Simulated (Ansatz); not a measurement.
**Ga₂Br₂F₄: inputs that go wrong**

5 inputs were typed for Ga₂Br₂F₄. Each is run as it stands; the log then has to tell whether the result can be used.

Program: Ansatz 0.2.0, Gaussian basis. Level of theory: the settings change from run to run. These are calculated values, not measurements.

## Step 1: The molecule

The structure was relaxed beforehand with PBE0-D4 in a triple-zeta def2 set.

SMILES `[F][Ga-]1([F])[Br+][Ga-]([F])([F])[Br+]1`, 8 atoms, charge 0, spin multiplicity 1.

Atoms are counted from 1 here; the program's logs count them from 0.

Bond lengths: F1–Ga2 1.735 Å, Ga2–F3 1.735 Å, Ga2–Br4 2.440 Å, Ga2–Br8 2.440 Å, Br4–Ga5 2.440 Å, Ga5–F6 1.735 Å, Ga5–F7 1.735 Å, Ga5–Br8 2.440 Å. Angles: F1–Ga2–F3 121.2°, F1–Ga2–Br4 109.3°, F1–Ga2–Br8 109.3°, F3–Ga2–Br4 109.3°, F3–Ga2–Br8 109.3°, Br4–Ga2–Br8 95.2°, Ga2–Br4–Ga5 84.8°, Br4–Ga5–F6 109.3°, Br4–Ga5–F7 109.3°, Br4–Ga5–Br8 95.2°, F6–Ga5–F7 121.2°, F6–Ga5–Br8 109.3°, F7–Ga5–Br8 109.4°, Ga2–Br8–Ga5 84.8°.

## Step 2: Attempt 1

Input file in.yaml:

```yaml
crystal:
  periodic: [false, false, false]
  atoms:
    - {symbol: F, position_ang: [2.606588, -0.919760, 0.942112]}
    - {symbol: Ga, position_ang: [0.939471, -1.224232, 0.571682]}
    - {symbol: F, position_ang: [0.243761, -2.797800, 0.793193]}
    - {symbol: Br, position_ang: [0.456425, -0.437759, -1.687515]}
    - {symbol: Ga, position_ang: [-0.939415, 1.224279, -0.571673]}
    - {symbol: F, position_ang: [-2.606154, 0.916097, -0.940732]}
    - {symbol: F, position_ang: [-0.247118, 2.799129, -0.794768]}
    - {symbol: Br, position_ang: [-0.453558, 0.440047, 1.687700]}
basis:
  gaussian: {orbitals: aug-pcseg-2, final_grid: {core_spheres: 20, valence_spheres: 16, degree: 47}}
total_charge: 1
magnetization: {spin_polarized: true, initial_magnetization: 1}
hamiltonian: {xc: {name: BHLYP}, dispersion: d3bj}
accuracy: high
```

Launch:

```
ansatz run in.yaml --threads 4 --pin off --events-out ev --progress --plain --max-ram 11315MiB
```

Log:

```text
Functional definition: BHLYP
  name "BHLYP"
  cite "Becke, J. Chem. Phys. 98, 1372 (1993) doi:10.1063/1.464304"
  cite "Becke, Phys. Rev. A 38, 3098 (1988) doi:10.1103/PhysRevA.38.3098"
  cite "Lee, Yang & Parr, Phys. Rev. B 37, 785 (1988) doi:10.1103/PhysRevB.37.785"
  parameter a = 0.5
  exchange = (1 - a)*b88_x + a*exact_x
  correlation = lyp_c
6226 factors; integrals over basis functions are off by at most 4.4e-9 eV
Error: with its mean field the run needs 12.86 GiB of memory, and 11.04 GiB are given
refused for memory
```

Run time: 34 s. Hardware: 4 threads of Intel Xeon Platinum 8259CL at 2.50GHz, shared host; peak memory 4.3 GiB.

Diagnosis: The run ended at the input check. It says: «with its mean field the run needs 12.86 GiB of memory, and 11.04 GiB are given» The run needs more memory than it was given. It asks for 12.86 GiB, and 11.04 GiB are there. The cure: raise the memory limit. The input also asks for charge 1 and multiplicity 2, not those of the species named; set them back first.

## Step 3: Attempt 2

Input file in.yaml:

```yaml
crystal:
  periodic: [false, false, false]
  atoms:
    - {symbol: F, position_ang: [2.616918, -0.930814, 0.924448]}
    - {symbol: Ga, position_ang: [0.962295, -1.204509, 0.607362]}
    - {symbol: F, position_ang: [0.241418, -2.763712, 0.814518]}
    - {symbol: Br, position_ang: [0.454742, -0.435924, -1.708928]}
    - {symbol: Ga, position_ang: [-0.938245, 1.189951, -0.533183]}
    - {symbol: F, position_ang: [-2.643849, 0.845818, -0.941185]}
    - {symbol: F, position_ang: [-0.200257, 2.833128, -0.831711]}
    - {symbol: Br, position_ang: [-0.458983, 0.434801, 1.689605]}
basis:
  gaussian: {orbitals: aug-pcseg-2}
total_charge: -1
magnetization: {spin_polarized: true, initial_magnetization: 1}
hamiltonian: {xc: {name: wPBEh}}
accuracy: high
output: {forces: true}
```

The command is unchanged.

Log:

```text
Functional definition: wPBEh
  name "wPBEh"
  cite "Heyd, Scuseria & Ernzerhof, J. Chem. Phys. 118, 8207 (2003) doi:10.1063/1.1564060"
  cite "Krukau, Vydrov, Izmaylov & Scuseria, J. Chem. Phys. 125, 224106 (2006) doi:10.1063/1.2404663"
  cite "Heyd & Scuseria, J. Chem. Phys. 120, 7274 (2004) doi:10.1063/1.1668634"
  cite "Ernzerhof & Perdew, J. Chem. Phys. 109, 3313 (1998) doi:10.1063/1.476928"
  cite "Perdew, Burke & Ernzerhof, Phys. Rev. Lett. 77, 3865 (1996) doi:10.1103/PhysRevLett.77.3865"
  parent pbe
  parameter a = 0.25
  parameter omega = 0.11/bohr
  exchange = wpbe_x - a*pbe_x_sr(omega) + a*exact_x_sr(omega)
  correlation = pbe_c
6225 factors; integrals over basis functions are off by at most 4.3e-9 eV
245 factors; integrals over basis functions are off by at most 1.7e-9 eV
Error: with its mean field the run needs 15.09 GiB of memory, and 11.04 GiB are given
refused for memory
```

Wall time 34 s (4 threads of Intel Xeon Platinum 8259CL at 2.50GHz, shared host); peak memory 4.4 GiB.

**Diagnosis.** Nothing was computed: the input was turned down at the start. It says: «with its mean field the run needs 15.09 GiB of memory, and 11.04 GiB are given» The job doesn't fit into the memory allowed. It asks for 15.09 GiB, and 11.04 GiB are there. The cure: raise the memory limit. The input also asks for charge -1 and multiplicity 2, not those of the species named; set them back first. Its coordinates are also moved off the relaxed structure.

## Step 4: Attempt 3

Input file in.yaml:

```yaml
crystal:
  periodic: [false, false, false]
  atoms:
    - {symbol: F, position_ang: [2.551132, -0.848899, 0.955288]}
    - {symbol: Ga, position_ang: [0.786219, -1.257544, 0.407164]}
    - {symbol: F, position_ang: [0.335324, -2.737338, 0.761709]}
    - {symbol: Br, position_ang: [0.354816, -0.400810, -1.402255]}
    - {symbol: Ga, position_ang: [-1.030358, 1.190034, -0.679230]}
    - {symbol: F, position_ang: [-2.577511, 0.920674, -0.959488]}
    - {symbol: F, position_ang: [-0.321590, 2.768374, -0.832965]}
    - {symbol: Br, position_ang: [-0.417502, 0.584078, 1.740216]}
basis:
  gaussian: {orbitals: cc-pVDZ, point_charges: [{charge: 1.00, position_ang: [5.272, -0.724, -0.139]}]}
hamiltonian: {xc: {name: B97}}
scf: {lower_state_search: light}
relax: {f_tol: 0.001, max_steps: 1}
```

Launched as before.

Log:

```text
Functional definition: B97
  name "B97"
  cite "Becke, J. Chem. Phys. 107, 8554 (1997) doi:10.1063/1.475007"
  parameter cx = 0.1943
  parameter cx0 = 0.8094
  parameter cx1 = 0.5073
  parameter cx2 = 0.7481
  parameter css0 = 0.1737
  parameter css1 = 2.3487
  parameter css2 = -2.4868
  parameter cos0 = 0.9454
  parameter cos1 = 0.7471
  parameter cos2 = -4.5961
  exchange = spin_sum(e_x_unif_s*poly(b97_u_x, cx0, cx1, cx2)) + cx*exact_x
  correlation = spin_sum(e_c_pw_same_spin*poly(b97_u_same, css0, css1, css2))
      + integral(e_c_pw_opposite_spin*poly(b97_u_opposite, cos0, cos1, cos2))
1932 factors; integrals over basis functions are off by at most 2.8e-4 eV
mean field evaluation 1: about -255694.4890 eV, gradient 7.2e1 eV
mean field evaluation 2: about -255665.6156 eV, gradient 1.5e2 eV
mean field evaluation 4: about -255703.0512 eV, gradient 7.7e0 eV
mean field evaluation 8: about -255703.1650 eV, gradient 9.9e-2 eV
mean field evaluation 16: about -255703.1650 eV, gradient 1.3e-5 eV
mean field -255703.16503881 eV, -9396.9179933459 hartree, gradient 1.3e-5 eV, S^2 0.000000; 0 other end points of the search recorded, 0 dependent functions left out
the calculation of the forces begins
reference -255703.16507382 eV, -9396.9179946325 hartree; 84, 84 occupied and 80, 80 virtual orbitals, 1932 factors
relax step   1: F+E_penalty+E_count = -255703.16503881 eV  Δ(F+E_penalty+E_count) = +0.000e0 eV  max|allowed force component| = 8.156e0 eV/Å  Δτ_max = 0.0000 Å  (28 SCF iters, accepted)
Error: geometry relaxation did not converge after 1 steps: max|allowed force component| = 8.16e0 eV/Å (threshold 1.0e-3). Raise `relax.max_steps` over both its present limit and 1, loosen `relax.f_tol`, or start from a geometry closer to equilibrium. Where this run's directory can be resumed (`checkpoint.write`), a resume goes on for up to `relax.max_steps` more
```

It took 13 s on 4 threads of Intel Xeon Platinum 8259CL at 2.50GHz, shared host; peak memory 0.9 GiB.

Diagnosis: It stopped unconverged. The relaxation is allowed too few steps for its threshold. The start was also shaken off the relaxed geometry, so there is far to go. Its coordinates are also moved off the relaxed structure (shortest distance 1.59 Å, against 1.73 Å), and have to be restored too. Cure: raise relax.max_steps, and remove the point charge.

## Step 5: Attempt 4

Input file in.yaml:

```yaml
crystal:
  periodic: [false, false, false]
  atoms:
    - {symbol: F, position_ang: [2.606588, -0.919760, 0.942112]}
    - {symbol: Ga, position_ang: [0.939471, -1.224232, 0.571682]}
    - {symbol: F, position_ang: [0.243761, -2.797800, 0.793193]}
    - {symbol: Br, position_ang: [0.456425, -0.437759, -1.687515]}
    - {symbol: Ga, position_ang: [-0.939415, 1.224279, -0.571673]}
    - {symbol: F, position_ang: [-2.606154, 0.916097, -0.940732]}
    - {symbol: F, position_ang: [-0.453558, 0.440047, 1.987700]}
    - {symbol: Br, position_ang: [-0.453558, 0.440047, 1.687700]}
basis:
  gaussian: {orbitals: x2c-TZVPPall}
hamiltonian: {xc: {name: CAM-B3LYP}}
output: {forces: true}
```

The command is unchanged.

Log (excerpt; [...] marks lines left out):

```text
Functional definition: CAM-B3LYP
  name "CAM-B3LYP"
  cite "Yanai, Tew & Handy, Chem. Phys. Lett. 393, 51 (2004) doi:10.1016/j.cplett.2004.06.011"
  cite "Iikura, Tsuneda, Yanai & Hirao, J. Chem. Phys. 115, 3540 (2001) doi:10.1063/1.1383587"
  cite "Becke, Phys. Rev. A 38, 3098 (1988) doi:10.1103/PhysRevA.38.3098"
  cite "Lee, Yang & Parr, Phys. Rev. B 37, 785 (1988) doi:10.1103/PhysRevB.37.785"
  cite "Vosko, Wilk & Nusair, Can. J. Phys. 58, 1200 (1980) doi:10.1139/p80-159"
[...]
  # Exact exchange under (alpha + beta erf(omega r))/r, Becke's under what is left of 1/r.
[...]
2238 factors; their error is unknown
377 factors; integrals over basis functions are off by at most 6.8e-6 eV
[...]
a density is far from that of the atoms, so the factors are made again for it
2325 factors; integrals over basis functions are off by at most 9.7e-4 eV
[...]
reference -255839.47531455 eV, -9401.9273035851 hartree; 84, 84 occupied and 232, 232 virtual orbitals, 2325 factors
Total energy: -255839.47531455 eV, -9401.9273035851 hartree
Relativity: scalar
Atom 0 at     2.606588    -0.919760     0.942112 Å, force     0.600235    -0.069339     0.125907 eV/Å
Atom 1 at     0.939471    -1.224232     0.571682 Å, force    -0.503915     0.276928    -0.831786 eV/Å
Atom 2 at     0.243761    -2.797800     0.793193 Å, force     0.026396    -0.703594     0.033685 eV/Å
Atom 3 at     0.456425    -0.437759    -1.687515 Å, force     0.513959    -0.646905    -1.232105 eV/Å
Atom 4 at    -0.939415     1.224279    -0.571673 Å, force     0.331304    -0.066527     1.402355 eV/Å
Atom 5 at    -2.606154     0.916097    -0.940732 Å, force    -0.996076    -0.067298    -0.765153 eV/Å
Atom 6 at    -0.453558     0.440047     1.987700 Å, force    -3.771605     0.128222 21912.762429 eV/Å
Atom 7 at    -0.453558     0.440047     1.687700 Å, force     3.799702     1.148512 -21911.495332 eV/Å
Dipole moment:    -0.123077     0.851799     0.746547 e Å
```

Wall time 41 s (4 threads of Intel Xeon Platinum 8259CL at 2.50GHz, shared host); peak memory 2.2 GiB.

Diagnosis: The run converged, but a converged run isn't a right one. One atom was put on top of another. The shortest distance is 0.30 Å (F7–Br8), against 1.73 Å in the relaxed molecule. Its energy is no property of the relaxed molecule. To mend it, restore the atom's position.

## Step 6: Attempt 5

Input file in.yaml:

```yaml
crystal:
  periodic: [false, false, false]
  atoms:
    - {symbol: F, position_ang: [5.012190, -1.711062, 1.852288]}
    - {symbol: Ga, position_ang: [1.753589, -2.312949, 1.052789]}
    - {symbol: F, position_ang: [0.479616, -5.355065, 1.514787]}
    - {symbol: Br, position_ang: [0.773999, -0.833956, -3.155240]}
    - {symbol: Ga, position_ang: [-1.902289, 2.367435, -0.965079]}
    - {symbol: F, position_ang: [-4.856266, 1.699906, -1.716126]}
    - {symbol: F, position_ang: [-0.524347, 5.305419, -1.541221]}
    - {symbol: Br, position_ang: [-0.870235, 0.783477, 3.181040]}
basis:
  gaussian: {orbitals: x2c-TZVPPall}
hamiltonian: {xc: {name: HSE06}}
output: {forces: true}
```

Same command.

Log:

```text
Functional definition: HSE06
  name "HSE06"
  cite "Heyd, Scuseria & Ernzerhof, J. Chem. Phys. 118, 8207 (2003) doi:10.1063/1.1564060"
  cite "Krukau, Vydrov, Izmaylov & Scuseria, J. Chem. Phys. 125, 224106 (2006) doi:10.1063/1.2404663"
  cite "Heyd & Scuseria, J. Chem. Phys. 120, 7274 (2004) doi:10.1063/1.1668634"
  cite "Ernzerhof & Perdew, J. Chem. Phys. 109, 3313 (1998) doi:10.1063/1.476928"
  cite "Perdew, Burke & Ernzerhof, Phys. Rev. Lett. 77, 3865 (1996) doi:10.1103/PhysRevLett.77.3865"
  parent pbe
  parameter a = 0.25
  parameter omega = 0.11/bohr
  # The whole range is PBE's own exchange, as in plane waves. The composition of these papers is wPBEh.
  exchange = pbe_x - a*pbe_x_sr(omega) + a*exact_x_sr(omega)
  correlation = pbe_c
2262 factors; their error is unknown
127 factors; integrals over basis functions are off by at most 7.1e-7 eV
mean field evaluation 1: about -258422.4384 eV, gradient 1.1e2 eV
mean field evaluation 2: about -256929.6317 eV, gradient 3.7e2 eV
mean field evaluation 4: about -258306.5338 eV, gradient 1.0e2 eV
mean field evaluation 8: about -258456.0113 eV, gradient 1.3e1 eV
mean field evaluation 16: about -258456.5910 eV, gradient 2.2e0 eV
mean field evaluation 32: about -258457.6149 eV, gradient 9.2e-2 eV
Error: SIGTERM received: run cancelled behind 57 evaluations of the mean field
```

It took 91 s on 4 threads of Intel Xeon Platinum 8259CL at 2.50GHz, shared host.

**Diagnosis.** The run hit its time limit. The coordinates are in bohr but typed as ångström. The shortest distance is 3.12 Å (Ga5–F6), against 1.73 Å in the relaxed molecule. Cure: take the coordinates from the file in ångström.

## Step 7: How the tries ended

```tsv
attempt	level	ended	cause	time
1	BHLYP/aug-pcseg-2	refused	the run needs more memory than it was given	34 s
2	wPBEh/aug-pcseg-2	refused	the job doesn't fit into the memory allowed	34 s
3	B97/cc-pVDZ	not converged	the relaxation is allowed too few steps for its threshold	13 s
4	CAM-B3LYP/x2c-TZVPPall	converged	one atom was put on top of another	41 s
5	HSE06/x2c-TZVPPall	timeout	the coordinates are in bohr but typed as ångström	91 s
```

2 refused, 1 not converged, 1 converged, 1 timeout. The dangerous case is the input that converges on a wrong geometry, charge, spin, basis or grid: often only a look at the input shows it.
